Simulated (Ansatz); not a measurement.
# HfN: strong compression

An exercise on one series of results from a longer session: the logs are not shown, and one member is left open.

Computed with Ansatz 0.2.0 (DFT PBEsol, with the methods named in each step, unless a step's input says otherwise).

**Starting point**

It takes space group Fm-3m (No. 225, cubic). Conventional cell: a = 4.309 Å, b = 4.309 Å, c = 4.309 Å, α = 90.00°, β = 90.00°, γ = 90.00°. Hf (site symmetry m-3m) has 6 N at 2.15 Å as nearest neighbours. Around N (site symmetry m-3m) lie 6 Hf at 2.15 Å.

Structure file:

```cif
data_structure
_symmetry_space_group_name_H-M 'P 1'
_symmetry_Int_Tables_number 1
_cell_length_a 3.0468
_cell_length_b 3.0468
_cell_length_c 3.0468
_cell_angle_alpha 60.000
_cell_angle_beta 60.000
_cell_angle_gamma 60.000
_cell_volume 20.00
loop_
_atom_site_label
_atom_site_type_symbol
_atom_site_fract_x
_atom_site_fract_y
_atom_site_fract_z
_atom_site_occupancy
Hf1 Hf 0.00000 0.00000 0.00000 1
N1 N 0.50000 0.50000 0.50000 1
```

Whether this phase is the stable one at these pressures isn't tested.

Atoms are numbered in the order of the input: Hf1, N2.

Set-up of the first run:

The input, input.yaml:

```yaml
crystal:
  lattice:
    - [0.0, 2.15443469, 2.15443469]
    - [2.15443469, 0.0, 2.15443469]
    - [2.15443469, 2.15443469, 0.0]
  atoms:
    - { symbol: Hf, position: [0.0, 0.0, 0.0] }
    - { symbol: "N", position: [0.5, 0.5, 0.5] }
kpoints:
  mp_grid: { grid: [15, 15, 15] }
scf:
  occupations: { method: fermi_dirac, width: 0.08 }
hamiltonian:
  xc: pbesol
  pseudopotentials: { kind: paw }
output:
  forces: true
  stress: true
  write_density: true
  write_potential: true
  elf: true
  volumetric_format: npy
relax:
  f_tol: 0.005
  max_steps: 40
  cell: {}
```

Started as:

```bash
ansatz run input.yaml --threads 1 --pin off --max-ram 2048MiB --backend cpu --events-out ev --progress --plain --runs-dir out
```

Steps of the session up to this table: Cell relaxed at zero pressure, PAW; More of the same log: cell relaxed at zero pressure; Volume scaled by 1, PAW; Volume scaled by 0.94, PAW; Volume scaled by 0.88, PAW; Volume scaled by 0.8, PAW; Volume scaled by 0.8, PAW (cutoff 800 eV); Volume scaled by 0.72, PAW; Volume scaled by 0.72, PAW (cutoff 800 eV); Volume scaled by 0.64, PAW; Volume scaled by 0.55, PAW; Volume scaled by 0.55, PAW (core large).

One of the session's tables, all rows but one given; the rest of the session is left out.

 The rows PAW, 0.55 and PAW (core large), 0.55 agree to the last digit and may rest on the same set-up.

```
             method  volume over the first  volume (Å³/atom)  pressure (GPa)
                PAW                      1                 ?               ?
                PAW                   0.94            10.718           20.09
                PAW                   0.88            10.034           47.66
                PAW                    0.8             9.122          101.56
                PAW                   0.72             8.210          186.24
                PAW                   0.64             7.297          322.83
                PAW                   0.55             6.271          590.71
   PAW (core large)                   0.55             6.271          590.71
PAW (cutoff 800 eV)                    0.8             9.122          101.56
PAW (cutoff 800 eV)                   0.72             8.210          186.25
```

**Question.** Estimate the row for PAW, 1.

**Answer.** volume (Å³/atom): 11.402; pressure (GPa): 0.04. In the column «volume (Å³/atom)» it is the highest.

Caveats from the session: Warnings in the runs' records: datasets by core.
